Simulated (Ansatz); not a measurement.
# Si2Ge3H12: one species, many methods

An exercise on one series of results from a longer session: the logs are not shown, and one member is left open.

Computed with Ansatz 0.2.0, Gaussian basis. Level: functionals in def2-TZVPP, the program's frozen cores in correlated methods.

Levels to be run: LDA (SPW92), PBE-D4, revPBE-D4, BLYP-D4, r2SCAN-D4, B97M-V, PBE0-D4, B3LYP-D4, r2SCANh-D4, r2SCAN0-D4, HSE06-D4, BHLYP-D4, CAM-B3LYP-D4, LC-ωPBE, ωB97X-V, ωB97M-V, B2PLYP, PBE-QIDH; CCSD(T)/def2-SVP; CCSD(T)/def2-TZVPP; MP2/def2-QZVPP; extrapolation to the limit; RPA on PBE.

**Structure used throughout**

An earlier PBE0-D4 in a triple-zeta def2 set relaxation fixed the geometry.

SMILES `[GeH3][SiH2][GeH2][SiH2][GeH3]`, 17 atoms, charge 0, spin multiplicity 1.

Atoms are counted from 1 here; the program's logs count them from 0.

Bond lengths: Ge1–Si2 2.379 Å, Ge1–H6 1.538 Å, Ge1–H7 1.538 Å, Ge1–H8 1.538 Å, Si2–Ge3 2.381 Å, Si2–H9 1.489 Å, Si2–H10 1.489 Å, Ge3–Si4 2.381 Å, Ge3–H11 1.541 Å, Ge3–H12 1.541 Å, Si4–Ge5 2.379 Å, Si4–H13 1.489 Å, Si4–H14 1.489 Å, Ge5–H15 1.538 Å, Ge5–H16 1.538 Å, Ge5–H17 1.538 Å. Angles: Si2–Ge1–H6 110.2°, Si2–Ge1–H7 111.5°, Si2–Ge1–H8 109.9°, H6–Ge1–H7 108.5°, H6–Ge1–H8 108.1°, H7–Ge1–H8 108.4°, Ge1–Si2–Ge3 109.7°, Ge1–Si2–H9 109.1°, Ge1–Si2–H10 110.0°, Ge3–Si2–H9 108.7°, Ge3–Si2–H10 111.0°, H9–Si2–H10 108.3°, Si2–Ge3–Si4 108.6°, Si2–Ge3–H11 110.3°, Si2–Ge3–H12 109.9°, Si4–Ge3–H11 109.8°, Si4–Ge3–H12 110.3°, H11–Ge3–H12 108.0° and more.

The first run:

Contents of in.yaml:

```yaml
crystal:
  periodic: [false, false, false]
  atoms:
    - {symbol: Ge, position_ang: [-2.095380, 0.674694, 1.517690]}
    - {symbol: Si, position_ang: [0.151125, 1.445035, 1.384223]}
    - {symbol: Ge, position_ang: [1.607031, -0.396940, 0.988518]}
    - {symbol: Si, position_ang: [0.746051, -1.667356, -0.831832]}
    - {symbol: Ge, position_ang: [0.250585, -0.219000, -2.652477]}
    - {symbol: H, position_ang: [-2.242376, -0.340878, 2.663603]}
    - {symbol: H, position_ang: [-3.075942, 1.833816, 1.763279]}
    - {symbol: H, position_ang: [-2.487702, -0.024730, 0.204821]}
    - {symbol: H, position_ang: [0.271471, 2.401715, 0.249476]}
    - {symbol: H, position_ang: [0.520245, 2.157232, 2.638383]}
    - {symbol: H, position_ang: [3.023796, 0.105509, 0.651227]}
    - {symbol: H, position_ang: [1.700254, -1.271312, 2.253500]}
    - {symbol: H, position_ang: [-0.505378, -2.344670, -0.393172]}
    - {symbol: H, position_ang: [1.717545, -2.710516, -1.261149]}
    - {symbol: H, position_ang: [-0.311992, -0.995437, -3.854947]}
    - {symbol: H, position_ang: [-0.789620, 0.828613, -2.219769]}
    - {symbol: H, position_ang: [1.520287, 0.524235, -3.101363]}
basis:
  gaussian: {orbitals: def2-TZVPP}
hamiltonian: {xc: lda}
output: {orbitals: {seedname: orbitals}}
```

Among the steps run: LDA; PBE-D4 (GGA); revPBE-D4 (GGA); BLYP-D4 (GGA); r2SCAN-D4 (meta-GGA); B97M-V (meta-GGA); PBE0-D4 (hybrid); B3LYP-D4 (hybrid); r2SCANh-D4 (hybrid); r2SCAN0-D4 (hybrid); HSE06-D4 (hybrid); BHLYP-D4 (hybrid); CAM-B3LYP-D4 (range-separated); LC-ωPBE-D4 (range-separated; the results give it without D4); ωB97X-V (range-separated); ωB97M-V (range-separated); B2PLYP (double hybrid); PBE-QIDH (double hybrid).

One table of the session follows, with a row left open; its other results are not shown here.

It belongs to the step «Orbital energies across the functionals». 

```
  functional  HOMO (eV)  gap (eV)
 LDA (SPW92)      -6.88      5.63
      PBE-D4      -6.78      5.75
   revPBE-D4      -6.73      5.80
     BLYP-D4      -6.61      5.69
   r2SCAN-D4      -7.03      6.22
      B97M-V      -7.15      6.12
     PBE0-D4      -7.79      7.55
    B3LYP-D4      -7.58      7.14
  r2SCANh-D4      -7.40      6.85
  r2SCAN0-D4      -7.95      7.81
    HSE06-D4      -7.40      6.80
    BHLYP-D4      -8.66      9.28
CAM-B3LYP-D4      -8.96      9.69
     LC-ωPBE     -10.24     12.06
     ωB97X-V          ?         ?
     ωB97M-V      -9.73     11.11
```

**Question.** Estimate the row for ωB97X-V.

As computed: HOMO (eV): -9.93; gap (eV): 11.63. In the column «HOMO (eV)» it lies between LC-ωPBE (-10.24) and ωB97M-V (-9.73).
